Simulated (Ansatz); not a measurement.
# Copper, simple cubic under PBEsol: structure, energy and stiffness

The plan for copper in the simple cubic structure: relax it, solve it on a dense k-mesh, then scale the cell to 7 volumes from 88 to 112 % of the relaxed one and try a fit of the equation of state. Spin polarisation is left out. The k-meshes are 13×13×13 for the relaxation; 22×22×22 for the dense run; 15×15×15 for the volumes.

This is Cu in the simple cubic structure; at room conditions it is fcc.

Method: DFT PBEsol, plane waves (420 eV) with PAW, scalar-relativistic; PBE-made PAW files, in Ansatz 0.2.0.

### 1 Starting point

The structure is cubic, space group Pm-3m (No. 221). Conventional cell: a = 2.336 Å, b = 2.336 Å, c = 2.336 Å, α = 90.00°, β = 90.00°, γ = 90.00°. Around Cu (site symmetry m-3m) lie 6 Cu at 2.34 Å.

As a file:

```cif
data_structure
_symmetry_space_group_name_H-M 'P 1'
_symmetry_Int_Tables_number 1
_cell_length_a 2.3365
_cell_length_b 2.3365
_cell_length_c 2.3365
_cell_angle_alpha 90.000
_cell_angle_beta 90.000
_cell_angle_gamma 90.000
_cell_volume 12.75
loop_
_atom_site_label
_atom_site_type_symbol
_atom_site_fract_x
_atom_site_fract_y
_atom_site_fract_z
_atom_site_occupancy
Cu1 Cu 0.00000 0.00000 0.00000 1
```

### 2 Relaxation of the cell

File input.yaml:

```yaml
crystal:
  lattice:
    - [2.3364585681, 0.0, 0.0]
    - [0.0, 2.3364585681, 0.0]
    - [0.0, 0.0, 2.3364585681]
  atoms:
    - { symbol: Cu, position: [0.0, 0.0, 0.0] }
hamiltonian:
  xc: pbesol
  pseudopotentials:
    kind: paw
    azcp:
      Cu: "pseudopotentials/Cu.paw.azcp"
basis:
  ecutwfc: 420
  fft_grid_basis: typed
kpoints:
  mp_grid: { grid: [13, 13, 13], shift: [0, 0, 0] }
magnetization:
  spin_polarized: false
scf:
  occupations: { method: fermi_dirac, width: 0.1 }
relax:
  max_steps: 60
  f_tol: 0.01
  cell: {}
```

The runs that follow: The energy on a finer k-mesh; Equation of state: 88 %; Equation of state: 92 %; Equation of state: 96 %; Equation of state: 100 %; Equation of state: 104 %; Equation of state: 108 %; Equation of state: 112 %.

Before running it: what results should come out? Wanted: space group; conventional cell; volume; shortest distance; gap on the mesh; relative to fcc; V₀, B₀, B₀′.

As calculated:

| quantity | value |
| --- | --- |
| space group (spins left aside) | Pm-3m (No. 221) |
| conventional cell | a = 2.360 Å |
| volume | 13.138 Å³/atom |
| shortest distance | 2.360 Å |
| gap on the mesh | none (levels filled in part) |
| relative to fcc | +531 meV/atom |
| V₀, B₀, B₀′ | 13.127 Å³/atom, 124 GPa, 5.0 |

From the guessed start the volume grew by 3.0 % in 5 steps. It lies 531 meV/atom above the element's reference form at the same level (fcc, from a run of its own), so it is far from stable. No gap shows: it is a metal or semimetal at this level. B₀ comes out at 124 GPa. The symmetry was held, so the structure may be unstable against distortions that break it.
